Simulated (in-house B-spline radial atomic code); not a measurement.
# Re²⁺ in a hard spherical wall

What does confinement do to Re²⁺? The free system is solved first, then the same system inside hard walls.

Program: in-house B-spline radial atomic code version 1. Level of theory: non-relativistic PBE0, spin-polarised, spherical fractional occupations, point nucleus, basis-set limit. These are calculated values, not measurements, unless marked.

## 1. The atom as given

```
element       : rhenium (Z = 75)
charge        : +2
electrons     : 73
configuration : [Xe] 4f14 5d5
Hamiltonian   : non-relativistic
nucleus       : point
```

The outer shells:

[Xe] 4f14 5d5
```
[Xe] core
4f [↑↓][↑↓][↑↓][↑↓][↑↓][↑↓][↑↓]
5d [↑ ][↑ ][↑ ][↑ ][↑ ]
```

Where spins are not typed, each open shell is filled with up spins first.

Input settings:

```ini
Z = 75
electrons = 73.0
configuration = [Xe] 4f14 5d5
hamiltonian = nr
method = pbe0
spin_polarised = True
```

The reference is known from an earlier run: -15787.624906 hartree in all. Up to eight levels, counted from the top:

| orbital | occupation | energy (eV) | <r> (bohr) |
| --- | --- | --- | --- |
| 4d down | 5 | -283.53 | 0.5022 |
| 5s up | 1 | -90.849 | 1.146 |
| 5s down | 1 | -87.147 | 1.135 |
| 4f up | 7 | -72.606 | 0.5641 |
| 4f down | 7 | -72.065 | 0.5597 |
| 5p up | 3 | -64.554 | 1.261 |
| 5p down | 3 | -60.018 | 1.248 |
| 5d up | 5 | -25.016 | 1.723 |

## 2. Wall at 7.3 bohr

Input settings:

```ini
Z = 75
electrons = 73.0
configuration = [Xe] 4f14 5d5
hamiltonian = nr
method = pbe0
spin_polarised = True
wall_radius = 7.3
```

## 3. Wall at 5.46 bohr

The settings differ from step 2 so:

```diff
@@ -6,2 +6,2 @@
 spin_polarised = True
-wall_radius = 7.3
+wall_radius = 5.46
```

## 4. Wall at 3.72 bohr

The settings differ from step 3 so:

```diff
@@ -6,2 +6,2 @@
 spin_polarised = True
-wall_radius = 5.46
+wall_radius = 3.72
```

## 5. Wall at 2.42 bohr

The settings differ from step 4 so:

```diff
@@ -6,2 +6,2 @@
 spin_polarised = True
-wall_radius = 3.72
+wall_radius = 2.42
```

## 6. Wall at 1.88 bohr

The settings differ from step 5 so:

```diff
@@ -6,2 +6,2 @@
 spin_polarised = True
-wall_radius = 2.42
+wall_radius = 1.88
```

Q: What do the energy and the highest level do as the wall closes in?

As calculated:

| radius (bohr) | energy above the free system (eV) | pressure (GPa) | highest level (eV) |
| --- | --- | --- | --- |
| 7.3 | 0.0017 | 0.00619 | -25.012 (5d up) |
| 5.46 | 0.100 | 0.621 | -24.891 (5d up) |
| 3.72 | 3.827 | 49.8 | -22.668 (5d up) |
| 2.42 | 72.427 | 2702 | -3.877 (5d up) |
| 1.88 | 313.35 | 22169 | 36.372 (5d up) |

**Reading.** For [Xe] 4f14 5d5 the energy above the free reference is 0.0017 eV at 7.3 bohr and 313.35 eV at 1.88 bohr, where the electrons press on it with 22169 GPa. Its highest level passes zero between 2.42 and 1.88 bohr; in smaller spheres the level is positive, pushed up by confinement, and the wall keeps the electron in. A hard wall is a crude model of an atom's surroundings.
